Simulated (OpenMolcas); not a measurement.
# Mo²⁺ among point charges: CASSCF levels and susceptibility

How does a field of 6 point charges split the states of Mo²⁺, and what χT follows?

Program: OpenMolcas 26.06. Level of theory: state-averaged CASSCF, spin-orbit coupling by RASSI with atomic mean-field integrals. These are calculated values, not measurements, unless marked.

1 further run of the same task is left out (it didn't finish).

**1. Starting point**

```
Species                           : Mo²⁺ (molybdenum, Z = 42, 40 electrons)
Basis                             : ANO-RCC-VDZP [6s5p3d1f], 43 functions
Scalar Hamiltonian                : DKH2, point nucleus
Inactive shells                   : 1s 2s 2p 3s 3p 3d 4s 4p
Active space                      : 4 electrons in 5 orbitals (4d)
Some configurations of this space : 4d⁴
Orbitals                          : optimised for each spin and parity, averaged over all roots
```

Outer shells as boxes (Hund's rule):

4d4
```
4d [↑ ][↑ ][↑ ][↑ ][  ]
```

The ion sits among 6 point charges of -1.7 e arranged as a tetragonal octahedron (D4h), 1.69 Å from the ion, with the axial distance 1.673 Å. The active orbitals were held to one l.

The work runs as a chain of OpenMolcas steps in one folder; each step below is one input file. Labels, J, g values, rates, χT and fits are worked out afterwards by a script from the matrices that RASSI stores. The input lists half of the charges; inversion (Group=XYZ) makes the rest.

**2. One- and two-electron integrals**

The input, a.inp:

```
&GATEWAY
Coord
1

Mo 0.0 0.0 0.0
Basis=ANO-RCC-VDZP
Group=XYZ
NoMove
AngMom=0.0 0.0 0.0
AMFI
XField
3 Angstrom 0
1.690000 0.000000 0.000000 -1.700000
0.000000 1.690000 0.000000 -1.700000
0.000000 0.000000 1.673100 -1.700000
&SEWARD
```

Command:

```
OMP_NUM_THREADS=1 MOLCAS_MEM=1689 MOLCAS_PROJECT=a pymolcas a.inp > a.log
```

**3. CASSCF: quintets of even parity, 5 roots**

The input, a.inp:

```
&RASSCF
FileOrb=start.orb
Symmetry=1
Spin=5
nActEl=4 0 0
Inactive=9 9
Ras2=5 0
CIRoot=5 5 1
SDav=5
CIMx=300
Iter=120 100
PrWF=0.3
OrbListing=Nothing
MaxOrb=0
SupSym
1
15 4 5 6 7 8 10 11 12 13 14 17 18 19 20 21
0
>>> COPY $Project.JobIph JOB001
```

start.orb holds the contracted functions of the basis, ordered by shell, or the orbitals of the step before.

**4. Reference wave functions, triplets of even parity, 45 roots**

The input, a.inp:

```
&RASSCF
FileOrb=start.orb
Symmetry=1
Spin=3
nActEl=4 0 0
Inactive=9 9
Ras2=5 0
CIRoot=45 45 1
SDav=45
CIMx=300
Iter=120 100
PrWF=0.3
OrbListing=Nothing
MaxOrb=0
SupSym
1
15 4 5 6 7 8 10 11 12 13 14 17 18 19 20 21
0
>>> COPY $Project.JobIph JOB002
```

**5. CASSCF: singlets of even parity, 50 roots**

The input, a.inp:

```
&RASSCF
FileOrb=start.orb
Symmetry=1
Spin=1
nActEl=4 0 0
Inactive=9 9
Ras2=5 0
CIRoot=50 50 1
SDav=50
CIMx=300
Iter=120 100
PrWF=0.3
OrbListing=Nothing
MaxOrb=0
SupSym
1
15 4 5 6 7 8 10 11 12 13 14 17 18 19 20 21
0
>>> COPY $Project.JobIph JOB003
```

**6. State interaction with spin-orbit coupling**

The input, a.inp:

```
&RASSI
NrOfJobIphs=3 5 45 50
1 2 3 4 5
1 2 3 4 5 6 7 8 9 10 11 12 13 14 15 16 17 18 19 20 21 22 23 24 25 26 27
28 29 30 31 32 33 34 35 36 37 38 39 40 41 42 43 44 45
1 2 3 4 5 6 7 8 9 10 11 12 13 14 15 16 17 18 19 20 21 22 23 24 25 26 27
28 29 30 31 32 33 34 35 36 37 38 39 40 41 42 43 44 45 46 47 48 49 50
IphNames
JOB001
JOB002
JOB003
EJob
SpinOrbit
DIPRint=1.0
SOCoupling=1000.0
Subsets=2
Property=9
'ANGMOM' 1 'ANGMOM' 2 'ANGMOM' 3 'MLTPL  1' 1 'MLTPL  1' 2 'MLTPL  1' 3
'AMFI' 1 'AMFI' 2 'AMFI' 3
SOProperty=3
'ANGMOM' 1 'ANGMOM' 2 'ANGMOM' 3
```

Before running it: what results should come out? Wanted: spin-free ground state; first state of the same spin within the active space; lowest level; next level.

As calculated:

```
                                            quantity                            value
                                              method                           CASSCF
                              spin-free ground state  3A2, 1-fold in its orbital part
first state of the same spin within the active space                   3E at 431 cm⁻¹
                                        lowest level                        1-fold A1
                                          next level                       149.7 cm⁻¹
                                         χT at 300 K                   1.53 cm³ K/mol
                           effective moment at 300 K                          3.50 μB
```

What this shows: The spin-free ground state (3A2) comes to 35 % from free-ion H terms and has less than the highest spin computed. χT at 300 K is 1.53, against 1.00 cm³ K/mol for the spin alone, so orbital moment adds to it. The field of point charges can differ much from that of real complexes. With metal d orbitals alone active, the gaps between spin states are rough; where two lie within a few thousand cm-1, their order is open. Point charges carry no covalency, so the field is a model and not that of real ligands.
